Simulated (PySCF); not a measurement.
# Changing the system itself: NaCd⁺

One physical setting of the base script is moved in each run, with the edits that it forces.

Method: each script names its method and basis; program: PySCF 2.14.0.

5 further runs of the same task are left out: 5 that didn't finish.

## 1. Where the work starts

NaCd⁺: 2 atoms, charge 1, spin multiplicity 1.

No contacts short enough for the rule that draws bonds.

## 2. The base run

Input file input.py:

```python
from pyscf import gto, dft

mol = gto.M(
    atom='Na 0 0 0; Cd 0 0 3.229',
    basis='sbkjc',
    ecp={'Na': 'sbkjc', 'Cd': 'sbkjc'},
    charge=1,
    spin=0,
    symmetry=True,
    verbose=4,
)
mf = dft.RKS(mol, xc='b3lyp5')
mf.kernel()
mf.dip_moment()
print('orbital energies (hartree):', mf.mo_energy[..., max(0, mol.nelec[1]-3):mol.nelec[0]+3].round(4))
```

On the command line:

```bash
> OMP_NUM_THREADS=1 python input.py
```

Its log is not repeated here.

In short: E(SCF) = -166.872711 Eh, 10 cycles.

The bond length is a typed value, not an optimised one. The dipole of an ion depends on the origin.

## 3. Charge +3 (UKS)

Edit 1 changes charge: 1 → 3; SCF type: RKS → UKS.

Input file input.py:

```python
from pyscf import gto, dft

mol = gto.M(
    atom='Na 0 0 0; Cd 0 0 3.229',
    basis='sbkjc',
    ecp={'Na': 'sbkjc', 'Cd': 'sbkjc'},
    charge=3,
    spin=0,
    symmetry=True,
    verbose=4,
)
mf = dft.UKS(mol, xc='b3lyp5')
mf.kernel()
mf.dip_moment()
print('orbital energies (hartree):', [e[max(0, n-3):n+3].round(4) for e, n in zip(mf.mo_energy, mol.nelec)])
```

On the command line:

```bash
> OMP_NUM_THREADS=1 python input.py
```

## 4. Bond 4.036 Å

Edit 2 changes bond length: 3.229 Å → 4.036 Å.

input.py: that of step 2 with these lines changed.

```diff
@@ -3,3 +3,3 @@
 mol = gto.M(
-    atom='Na 0 0 0; Cd 0 0 3.229',
+    atom='Na 0 0 0; Cd 0 0 4.036',
     basis='sbkjc',
```

Q: Predict the outcome of this session. Wanted: for each run, E(SCF); from base; gap.

**Answer**, as computed:

| run | E(SCF) (hartree) | from base (eV) | cycles | gap (eV) |
| --- | --- | --- | --- | --- |
| base | -166.872711 | 0 | 10 | 4.73 |
| charge +3 (UKS) | -165.577952 | +35.2322 | 8 | 11.55 |
| bond 4.036 Å | -166.870370 | +0.0637 | 10 | 4.07 |

**Reading.** Total energies from different bases, Hamiltonians or methods carry different errors, so properties are taken as differences within one set-up.
